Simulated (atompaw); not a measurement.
# F: generating and testing a PAW (atompaw) potential

Aim: build the potential from the settings below, then test how well it stands in for the atom: scattering, ghost states and the plane-wave cutoff that it needs.

Method: atompaw 4.2.0.5, PBE, scalar-relativistic.

## (1) Starting point

The settings as typed:

```
element                 : fluorine (F, Z = 9)
type                    : PAW
frozen core             : [He]
valence charge          : 7
reference configuration : 2s1.5 2p5.5
partial waves           : 2s (bound): rc 1.95 bohr; 2s channel at 1.05 Ry: rc 1.95 bohr; 2p (bound): rc 1.95 bohr; 2p channel at 0.25 Ry: rc 1.95 bohr
local potential         : bessel scheme, radius 1.50 bohr
core correction         : smooth core density matched at 1.20 bohr
augmentation charge     : gaussian compensation charge, radius 1.45 bohr; PAW radius 1.95 bohr; waves and projectors: custom rrkj gramschmidtortho
```

The nodes and maxima of the atom's own shells, from an earlier all-electron run, set the scale for the radii.

All-electron outer shells of the reference configuration (PBE, scalar-relativistic, ld1.x):

| shell | level (eV) | outermost node (bohr) | outermost maximum (bohr) |
| --- | --- | --- | --- |
| 1s | -663.69 | – | 0.11 |
| 2s | -30.14 | 0.24 | 0.76 |
| 2p | -11.33 | – | 0.71 |

## (2) Generation

The input, F.input:

```
F 9
GGA-PBE scalarrelativistic loggrid 1500 logderivrange -4 5 226
2 2 0 0 0 0
2 0 1.5
2 1 5.5
0 0 0
c
v
v
1
1.95 1.45 1.50 1.20
y
1.05
n
y
0.25
n
custom rrkj gramschmidtortho gaussian
bessel
1.95
1.95
1.95
1.95
PWSCFOUT
UPFDX 0.0125d0 UPFXMIN -7.d0 UPFZMESH 9.d0
END
```

Started as:

```bash
$ atompaw < F.input > F.log
```

Q: Predict the outcome of this session. Wanted: cutoffs for 10 and 1 mRy, occupied levels; bound ghosts; largest phase difference near zero energy, channels read; lowest eigenvalue of the overlap; share of valence orbitals outside the PAW sphere; UPF file.

**Answer**, as computed:

| quantity | value |
| --- | --- |
| cutoffs for 10 and 1 mRy, occupied levels | 18 Ry and 30 Ry |
| bound ghosts | none found |
| largest phase difference near zero energy, channels read | 0.000 rad |
| lowest eigenvalue of the overlap (Bessel basis) | 0.157 (s) |
| share of valence orbitals outside the PAW sphere | 2s 4 %, 2p 10 % |
| UPF file | written |

What this shows: By its cutoff, 18 Ry for the looser tolerance, it is soft on the atom at that tolerance. The slowest occupied level is 2p: taken alone it needs 21 Ry to come within 1 mRy, against 15 Ry for 2s. It is free of bound ghosts as far as tested. Near zero energy the phases of the channels with partial waves agree within 0.001 rad. These are tests on the free atom; a crystal test is still owed.
